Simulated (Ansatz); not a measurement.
Consider the interaction energy of a dimer with the counterpoise correction of CH2FI, SMILES FCI (Ansatz's Python interface).

`dimer_ch2fi.py`
```python
'''Binding of a CH2FI dimer at a trial geometry.'''

import logging
import sys

import ansatz as az

logging.basicConfig(stream=sys.stdout, format='[%(levelname)s] %(message)s')
logger = logging.getLogger('run')
logger.setLevel(logging.INFO)

BASIS_SET = 'def2-SVPD'
XC = 'B3LYP'

FIRST = [
    ('F', (1.169, 0.6931, -0.1802)),
    ('C', (0.083, -0.0984, 0.1056)),
    ('I', (-1.669, 0.6097, -0.875)),
    ('H', (0.4399, -1.0893, -0.2267)),
    ('H', (-0.0229, -0.1152, 1.1764)),
]
SECOND = [
    ('F', (-1.9944, -0.6681, -4.0984)),
    ('C', (-0.7851, -0.1984, -3.6462)),
    ('I', (0.6723, -0.196, -5.1981)),
    ('H', (-1.0659, 0.7987, -3.2634)),
    ('H', (-0.4979, -0.8156, -2.8127)),
]

def energy(atoms, ghosts=()):
    molecule = az.Crystal.molecule()
    for symbol, xyz in atoms:
        molecule = molecule.atom(symbol, xyz)
    calc = (
        molecule.calculation()
        .basis(gaussian=BASIS_SET)
        .functional(XC)
    )
    deck = calc.input()
    if ghosts:
        deck = deck.set(az.key.basis.gaussian.ghost_atoms, [{'symbol': s, 'position_ang': list(xyz)} for s, xyz in ghosts])
    return az.Session.from_dict(deck).plan().execute().report['free_energy_ev']

# monomers in their own basis and in the basis of the dimer
both = energy(FIRST + SECOND)
alone = energy(FIRST) + energy(SECOND)
ghosted = energy(FIRST, SECOND) + energy(SECOND, FIRST)
logger.info(f'dimer {both:.6f} eV')
logger.info(f'interaction, uncorrected   {96.485332 * (both - alone):8.3f} kJ/mol')
logger.info(f'interaction, counterpoise  {96.485332 * (both - ghosted):8.3f} kJ/mol')
logger.info(f'basis-set superposition    {96.485332 * (alone - ghosted):8.3f} kJ/mol')
```

How large is the interaction at this pose, and how much of it is basis-set superposition?

Uncorrected it is 52.917 kJ/mol, with the counterpoise correction 56.384 kJ/mol; the difference, 3.47 kJ/mol, is the superposition error. In this basis both values are repulsive.

The run itself:

```console
$ python dimer_ch2fi.py
[INFO] dimer -23773.106020 eV
[INFO] interaction, uncorrected     52.917 kJ/mol
[INFO] interaction, counterpoise    56.384 kJ/mol
[INFO] basis-set superposition       3.467 kJ/mol
```

Reading the output:
- Total energies depend on the basis set; only differences at equal settings carry meaning.
- The dimer is a generated trial pose of unrelaxed monomers, not a minimum, so the figure is no binding energy, and the basis set is small.
- def2 sets replace the cores of elements past krypton by effective core potentials.
- b3lyp holds the VWN-RPA fit, as in Gaussian; the form of ORCA and Turbomole is b3lyp5.
- This level lacks the dispersion part of the attraction (electrostatics and induction are there), which can decide the sign where the interaction is weak.
- Timing: 35 s on 1 thread of Arm Neoverse V2 (shared host), peak memory 0.58 GiB.

(Lines on the test bed's own set-up are left out of the output.)
